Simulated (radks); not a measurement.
**The Coulomb parameter U of the 4f shell of Er³⁺**

Aim: U as the second difference [E(n + 0.5) + E(n − 0.5) − 2E(n)]/0.5², with all orbitals relaxed. Bare: the atom's charge changes with n. Screened: the 6s shell takes up the change. The start is a model configuration, not necessarily the ground state.

Method: scalar-relativistic Kohn-Sham, r2SCAN, spin-unpolarised, spherical densities, finite nucleus. Code: radks (a radial shooting solver on a logarithmic mesh, Libxc functionals) version 1.

### 1 Starting point

| Quantity | Value |
| --- | --- |
| element | erbium (Z = 68) |
| charge | +3 |
| electrons | 65 |
| configuration | [Xe] 4f10 6s1 |
| nuclear rms radius | 5.2516 fm |

Outer shells as boxes (Hund's rule):

Er³⁺
```
[Xe] core
4f [↑↓][↑↓][↑↓][↑ ][↑ ][↑ ][↑ ]
6s [↑ ]
```

### 2 Start: [Xe] 4f10 6s1

Input:

```text
Z 68
configuration [Xe] 4f10 6s1
relativity scalar-relativistic
functional r2scan,r2scan
spin unpolarised
nucleus finite rms 5.2516 fm
c 137.035999084
```

### 3 Bare +0.5: [Xe] 4f10.5 6s1

Input: that of step 2 with these lines changed.

```diff
@@ -1,3 +1,3 @@
 Z 68
-configuration [Xe] 4f10 6s1
+configuration [Xe] 4f10.5 6s1
 relativity scalar-relativistic
```

### 4 Bare -0.5: [Xe] 4f9.5 6s1

Input: that of step 3 with these lines changed.

```diff
@@ -1,3 +1,3 @@
 Z 68
-configuration [Xe] 4f10.5 6s1
+configuration [Xe] 4f9.5 6s1
 relativity scalar-relativistic
```

### 5 Screened +0.5: [Xe] 4f10.5 6s0.5

Input: that of step 4 with these lines changed.

```diff
@@ -1,3 +1,3 @@
 Z 68
-configuration [Xe] 4f9.5 6s1
+configuration [Xe] 4f10.5 6s0.5
 relativity scalar-relativistic
```

### 6 Screened -0.5: [Xe] 4f9.5 6s1.5

Input: that of step 5 with these lines changed.

```diff
@@ -1,3 +1,3 @@
 Z 68
-configuration [Xe] 4f10.5 6s0.5
+configuration [Xe] 4f9.5 6s1.5
 relativity scalar-relativistic
```

Before running it: what results should come out?

As calculated:

| quantity | value (eV) |
| --- | --- |
| U, bare | 21.070 |
| U, screened by 6s | 8.593 |
| F0(4f,4f), frozen orbitals | 34.598 |

What this shows: Relaxing the orbitals brings U down to 61 % of the Slater integral F0. Letting 6s compensate leaves 41 % of the bare value; this second difference measures U(4f,4f) + U(6s,6s) − 2U(4f,6s). A solid screens further than the bare atom, so the bare value is an upper guide for the U of a crystal.
